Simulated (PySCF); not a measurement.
# C₁₃H₇N: field gradients at the nuclei, part 2 of 2

How much do the quadrupole couplings of C₁₃H₇N depend on the level of theory? Each job file holds the settings and the coordinates that a driver script hands to the program.

PySCF 2.14.0, density-fitted response routines.

**5. Field gradients, B3LYP/def2-TZVPP**

Contents of job.txt:

```
{"job": {"kind": "efgt", "xc": "B3LYP", "basis": "def2-TZVPP"}, "charge": 0, "multiplicity": 1}
N      4.126620    -1.145869    -0.413773
C      3.089875    -0.633896    -0.310106
C      1.806637    -0.040908    -0.182285
C      1.526156     1.305441    -0.161009
C      0.085086     1.479053    -0.016330
C     -0.779332     2.555965     0.065281
C     -2.168937     2.303283     0.207026
C     -2.691414     1.021329     0.266991
C     -1.827758    -0.106026     0.185978
C     -2.174320    -1.486013     0.228766
C     -1.186854    -2.451167     0.134083
C      0.189994    -2.125871    -0.007101
C      0.546686    -0.794572    -0.050726
C     -0.468116     0.178985     0.046682
H      2.264369     2.102848    -0.240048
H     -0.418797     3.586738     0.023297
H     -2.849561     3.155333     0.271010
H     -3.769214     0.876531     0.376627
H     -3.220518    -1.783234     0.336269
H     -1.470990    -3.505369     0.168722
H      0.935669    -2.921653    -0.077983
```

What it wrote:

```text
coarse grid: 19520 points
cycle   1  E = -554.4697185528  dE =  2.655e+00  |g| = 5.752e-01  |ddm| = 4.689e+00
cycle   2  E = -554.2884543304  dE =  1.813e-01  |g| = 1.074e+00  |ddm| = 3.756e+00
cycle   3  E = -554.5370218645  dE = -2.486e-01  |g| = 2.638e-01  |ddm| = 2.917e+00
cycle   4  E = -554.5516671611  dE = -1.465e-02  |g| = 8.910e-02  |ddm| = 3.169e-01
cycle   5  E = -554.5531849557  dE = -1.518e-03  |g| = 4.720e-02  |ddm| = 1.362e-01
cycle   6  E = -554.5537432263  dE = -5.583e-04  |g| = 1.047e-02  |ddm| = 3.928e-02
cycle   7  E = -554.5537709735  dE = -2.775e-05  |g| = 3.546e-03  |ddm| = 1.928e-02
cycle   8  E = -554.5537741895  dE = -3.216e-06  |g| = 1.148e-03  |ddm| = 4.239e-03
final grid: 266096 points
cycle   9  E = -554.5352319229  dE = -1.238e-04  |g| = 6.287e-03  |ddm| = 3.572e-01
cycle  10  E = -554.5352260410  dE =  5.882e-06  |g| = 7.585e-03  |ddm| = 2.042e-02
cycle  11  E = -554.5352396514  dE = -1.361e-05  |g| = 2.542e-03  |ddm| = 7.882e-03
cycle  12  E = -554.5352414201  dE = -1.769e-06  |g| = 6.053e-04  |ddm| = 2.762e-03
cycle  13  E = -554.5352415107  dE = -9.052e-08  |g| = 2.359e-04  |ddm| = 8.175e-04
cycle  14  E = -554.5352415243  dE = -1.363e-08  |g| = 7.938e-05  |ddm| = 3.502e-04
cycle  15  E = -554.5352415258  dE = -1.465e-09  |g| = 2.966e-05  |ddm| = 1.265e-04
cycle  16  E = -554.5352415259  dE = -1.780e-10  |g| = 1.243e-05  |ddm| = 5.702e-05
converged SCF energy = -554.5352415259

Field-gradient tensors (au): xx yy zz xy xz yz
  0 N    -0.66957    0.25825    0.41133    0.58268    0.10879   -0.05867
  1 C    -0.29270    0.09104    0.20166    0.25189    0.04981   -0.02520
  2 C     0.04509   -0.17924    0.13415   -0.03414    0.00935    0.00515
  3 C    -0.12228   -0.20033    0.32261   -0.01250    0.04560    0.00401
  4 C    -0.09299   -0.21978    0.31276    0.02331    0.04133    0.00053
  5 C    -0.19633   -0.18734    0.38367    0.02681    0.05903    0.00042
  6 C    -0.13760   -0.18168    0.31928   -0.02008    0.04675    0.00484
  7 C    -0.14401   -0.21811    0.36212   -0.01901    0.05176    0.00520
  8 C    -0.18789   -0.15640    0.34429   -0.00906    0.05445    0.00373
  9 C    -0.16533   -0.18457    0.34990    0.04141    0.05250   -0.00118
 10 C    -0.15774   -0.16480    0.32254    0.03040    0.04896   -0.00031
 11 C    -0.17316   -0.21291    0.38607   -0.01216    0.05723    0.00464
 12 C    -0.06066   -0.23226    0.29292    0.04930    0.03593   -0.00204
 13 C    -0.15432   -0.13179    0.28611   -0.00569    0.04509    0.00289
 14 H     0.05574    0.09090   -0.14664    0.20580   -0.02183   -0.02213
 15 H    -0.08665    0.23245   -0.14580    0.12633   -0.00673   -0.01481
 16 H     0.02907    0.11921   -0.14828   -0.19763   -0.01697    0.01846
 17 H     0.26596   -0.12229   -0.14367    0.05319   -0.04209   -0.00552
 18 H     0.24367   -0.09935   -0.14432    0.10582   -0.04027   -0.01098
 19 H    -0.10122    0.25025   -0.14903    0.10208   -0.00547   -0.01256
 20 H     0.05624    0.08707   -0.14331   -0.20063   -0.01923    0.01897
```

Wall time 86 s (8 threads of Intel Xeon Platinum 8488C (Sapphire Rapids), shared host); peak memory 4.2 GiB.

**6. Field gradients, CAM-B3LYP/def2-TZVPP**

Edit job.txt of step 5 so:

```diff
@@ -1,2 +1,2 @@
-{"job": {"kind": "efgt", "xc": "B3LYP", "basis": "def2-TZVPP"}, "charge": 0, "multiplicity": 1}
+{"job": {"kind": "efgt", "xc": "CAM-B3LYP", "basis": "def2-TZVPP"}, "charge": 0, "multiplicity": 1}
 N      4.126620    -1.145869    -0.413773
```

What it wrote:

```text
coarse grid: 19520 points
cycle   1  E = -554.1532346017  dE =  3.290e+00  |g| = 5.433e-01  |ddm| = 4.647e+00
cycle   2  E = -554.0691553580  dE =  8.408e-02  |g| = 8.838e-01  |ddm| = 2.786e+00
cycle   3  E = -554.2323138875  dE = -1.632e-01  |g| = 9.761e-02  |ddm| = 1.843e+00
cycle   4  E = -554.2337889937  dE = -1.475e-03  |g| = 6.609e-02  |ddm| = 1.660e-01
cycle   5  E = -554.2348489244  dE = -1.060e-03  |g| = 1.763e-02  |ddm| = 7.390e-02
cycle   6  E = -554.2349245873  dE = -7.566e-05  |g| = 3.513e-03  |ddm| = 1.765e-02
cycle   7  E = -554.2349288470  dE = -4.260e-06  |g| = 1.897e-03  |ddm| = 7.103e-03
final grid: 266096 points
cycle   8  E = -554.2197869050  dE = -7.596e-05  |g| = 4.604e-03  |ddm| = 2.201e-01
cycle   9  E = -554.2197871504  dE = -2.454e-07  |g| = 4.417e-03  |ddm| = 1.587e-02
cycle  10  E = -554.2197920049  dE = -4.854e-06  |g| = 1.005e-03  |ddm| = 4.236e-03
cycle  11  E = -554.2197922468  dE = -2.419e-07  |g| = 4.079e-04  |ddm| = 1.217e-03
cycle  12  E = -554.2197922888  dE = -4.197e-08  |g| = 1.519e-04  |ddm| = 4.995e-04
cycle  13  E = -554.2197922939  dE = -5.109e-09  |g| = 5.804e-05  |ddm| = 3.744e-04
cycle  14  E = -554.2197922949  dE = -9.843e-10  |g| = 2.398e-05  |ddm| = 8.293e-05
converged SCF energy = -554.2197922949

Field-gradient tensors (au): xx yy zz xy xz yz
  0 N    -0.68149    0.26354    0.41795    0.59419    0.11065   -0.05984
  1 C    -0.30158    0.09074    0.21084    0.25679    0.05166   -0.02566
  2 C     0.04667   -0.18322    0.13655   -0.03893    0.00946    0.00567
  3 C    -0.13420   -0.21211    0.34631   -0.01232    0.04925    0.00417
  4 C    -0.08932   -0.22249    0.31182    0.02368    0.04086    0.00051
  5 C    -0.20396   -0.19486    0.39882    0.02668    0.06136    0.00056
  6 C    -0.13781   -0.18400    0.32181   -0.01894    0.04702    0.00475
  7 C    -0.15096   -0.22502    0.37599   -0.01943    0.05389    0.00536
  8 C    -0.19020   -0.15797    0.34817   -0.00933    0.05508    0.00379
  9 C    -0.17186   -0.19028    0.36214    0.04165    0.05440   -0.00111
 10 C    -0.15847   -0.16822    0.32669    0.03029    0.04945   -0.00027
 11 C    -0.17949   -0.21897    0.39846   -0.01206    0.05915    0.00473
 12 C    -0.06039   -0.23548    0.29587    0.05083    0.03619   -0.00216
 13 C    -0.16012   -0.13575    0.29587   -0.00613    0.04668    0.00300
 14 H     0.05577    0.09062   -0.14640    0.20674   -0.02182   -0.02222
 15 H    -0.08726    0.23320   -0.14594    0.12703   -0.00669   -0.01488
 16 H     0.02921    0.11958   -0.14879   -0.19848   -0.01703    0.01854
 17 H     0.26697   -0.12317   -0.14380    0.05339   -0.04221   -0.00553
 18 H     0.24456   -0.10004   -0.14452    0.10637   -0.04038   -0.01103
 19 H    -0.10169    0.25118   -0.14949    0.10259   -0.00547   -0.01262
 20 H     0.05643    0.08711   -0.14354   -0.20158   -0.01926    0.01907
```

Run time: 1.7 min. Hardware: 8 threads of Intel Xeon Platinum 8488C (Sapphire Rapids), shared host; peak memory 4.9 GiB.

**7. Field gradients, HF/def2-TZVPP**

Edit job.txt of step 6 so:

```diff
@@ -1,2 +1,2 @@
-{"job": {"kind": "efgt", "xc": "CAM-B3LYP", "basis": "def2-TZVPP"}, "charge": 0, "multiplicity": 1}
+{"job": {"kind": "efgt", "xc": "HF", "basis": "def2-TZVPP"}, "charge": 0, "multiplicity": 1}
 N      4.126620    -1.145869    -0.413773
```

What it wrote:

```text
final grid: 266096 points
cycle   1  E = -550.7815076334  dE =  4.799e+00  |g| = 7.559e-01  |ddm| = 4.637e+00
cycle   2  E = -550.9317615249  dE = -1.503e-01  |g| = 4.994e-01  |ddm| = 1.493e+00
cycle   3  E = -550.9821181977  dE = -5.036e-02  |g| = 1.804e-01  |ddm| = 7.936e-01
cycle   4  E = -550.9911367423  dE = -9.019e-03  |g| = 3.544e-02  |ddm| = 2.692e-01
cycle   5  E = -550.9915448999  dE = -4.082e-04  |g| = 1.275e-02  |ddm| = 7.999e-02
cycle   6  E = -550.9916097772  dE = -6.488e-05  |g| = 4.749e-03  |ddm| = 3.557e-02
cycle   7  E = -550.9916290114  dE = -1.923e-05  |g| = 2.129e-03  |ddm| = 2.021e-02
cycle   8  E = -550.9916330853  dE = -4.074e-06  |g| = 7.492e-04  |ddm| = 7.507e-03
cycle   9  E = -550.9916338169  dE = -7.316e-07  |g| = 3.966e-04  |ddm| = 2.972e-03
cycle  10  E = -550.9916339377  dE = -1.208e-07  |g| = 1.591e-04  |ddm| = 1.195e-03
cycle  11  E = -550.9916339656  dE = -2.787e-08  |g| = 8.078e-05  |ddm| = 6.207e-04
cycle  12  E = -550.9916339724  dE = -6.809e-09  |g| = 3.847e-05  |ddm| = 2.291e-04
cycle  13  E = -550.9916339744  dE = -2.001e-09  |g| = 2.110e-05  |ddm| = 1.084e-04
cycle  14  E = -550.9916339750  dE = -6.592e-10  |g| = 8.002e-06  |ddm| = 7.845e-05
converged SCF energy = -550.9916339750

Field-gradient tensors (au): xx yy zz xy xz yz
  0 N    -0.73941    0.30153    0.43788    0.65549    0.11838   -0.06616
  1 C    -0.35683    0.09956    0.25727    0.29432    0.06195   -0.02931
  2 C     0.04464   -0.19645    0.15181   -0.04871    0.01129    0.00681
  3 C    -0.17678   -0.25618    0.43296   -0.00244    0.06240    0.00387
  4 C    -0.09538   -0.23471    0.33009    0.02704    0.04333    0.00034
  5 C    -0.24443   -0.21635    0.46077    0.03222    0.07179    0.00046
  6 C    -0.14828   -0.19522    0.34349   -0.02711    0.05034    0.00576
  7 C    -0.17075   -0.26545    0.43620   -0.01800    0.06205    0.00578
  8 C    -0.20111   -0.17622    0.37733   -0.00931    0.05918    0.00407
  9 C    -0.18923   -0.22195    0.41118    0.04842    0.06114   -0.00135
 10 C    -0.18002   -0.17578    0.35580    0.03607    0.05459   -0.00066
 11 C    -0.20787   -0.24244    0.45030   -0.02189    0.06742    0.00615
 12 C    -0.07228   -0.25549    0.32777    0.04842    0.04068   -0.00162
 13 C    -0.18821   -0.15791    0.34612   -0.00649    0.05469    0.00342
 14 H     0.05633    0.09193   -0.14826    0.21009   -0.02208   -0.02258
 15 H    -0.08866    0.23771   -0.14905    0.12949   -0.00688   -0.01517
 16 H     0.03074    0.12289   -0.15363   -0.20220   -0.01766    0.01887
 17 H     0.27228   -0.12525   -0.14703    0.05437   -0.04309   -0.00564
 18 H     0.24978   -0.10148   -0.14829    0.10837   -0.04131   -0.01125
 19 H    -0.10279    0.25685   -0.15406    0.10459   -0.00584   -0.01288
 20 H     0.05772    0.08905   -0.14676   -0.20501   -0.01971    0.01938
```

Run time: 43 s. Hardware: 8 threads of Intel Xeon Platinum 8488C (Sapphire Rapids), shared host; peak memory 4.9 GiB.

**8. Comparison**

Largest principal value Vzz, in atomic units:

```csv
atom,PBE0/def2-TZVPP,PBE/def2-TZVPP,B3LYP/def2-TZVPP,CAM-B3LYP/def2-TZVPP,HF/def2-TZVPP
N1,-0.9336,-0.8891,-0.9616,-0.9794,-1.0681
C2,-0.4003,-0.3697,-0.4225,-0.4337,-0.5072
C3,-0.1764,-0.1664,-0.1844,-0.1898,-0.2061
C4,0.3197,0.2809,0.3273,0.3513,0.4393
C5,0.3000,0.2907,0.3169,0.3160,0.3345
C6,0.3790,0.3495,0.3896,0.4050,0.4680
C7,0.3125,0.2989,0.3240,0.3266,0.3486
C8,0.3571,0.3295,0.3674,0.3815,0.4425
C9,0.3328,0.3180,0.3498,0.3538,0.3833
C10,0.3448,0.3202,0.3552,0.3676,0.4174
C11,0.3160,0.3006,0.3275,0.3317,0.3613
C12,0.3807,0.3540,0.3919,0.4045,0.4572
C13,0.2808,0.2674,0.2965,0.2995,0.3319
C14,0.2784,0.2608,0.2907,0.3006,0.3517
H15,0.2879,0.2877,0.2821,0.2829,0.2873
H16,0.2828,0.2822,0.2770,0.2781,0.2835
CPU time,4.3 min,4.8 min,4.2 min,4.8 min,2.2 min
```

Couplings eQVzz/h in MHz (234.9647 × Q in barn × Vzz), with Q = 0.02044 (14N), 0.00285783 (2H):

```csv
nucleus,PBE0/def2-TZVPP,PBE/def2-TZVPP,B3LYP/def2-TZVPP,CAM-B3LYP/def2-TZVPP,HF/def2-TZVPP
14N (atom 1),-4.484,-4.270,-4.618,-4.704,-5.130
2H (atom 15),0.193,0.193,0.189,0.190,0.193
2H (atom 16),0.190,0.190,0.186,0.187,0.190
2H (atom 17),0.191,0.190,0.187,0.188,0.192
2H (atom 18),0.190,0.190,0.186,0.187,0.191
2H (atom 19),0.191,0.190,0.187,0.187,0.191
2H (atom 20),0.191,0.190,0.187,0.188,0.192
2H (atom 21),0.188,0.188,0.184,0.185,0.189
```

**9. Summary of results**

This closing draws on all 2 parts.

| quantity | value |
| --- | --- |
| coupling of 14N (atom 1), PBE0/def2-TZVPP | -4.484 MHz |
| coupling of 2H (atom 15), PBE0/def2-TZVPP | 0.193 MHz |
| coupling of 2H (atom 16), PBE0/def2-TZVPP | 0.190 MHz |
| coupling of 2H (atom 17), PBE0/def2-TZVPP | 0.191 MHz |
| coupling of 2H (atom 18), PBE0/def2-TZVPP | 0.190 MHz |

What this shows: The largest coupling, that of 14N, runs from -5.130 (HF/def2-TZVPP) to -4.270 MHz (PBE/def2-TZVPP). The gradients are non-relativistic, at the equilibrium geometry and in principal axes; measured couplings hold vibrational averaging and refer to the inertial axes. The def2 sets are stiff near the nuclei, which limits their accuracy.
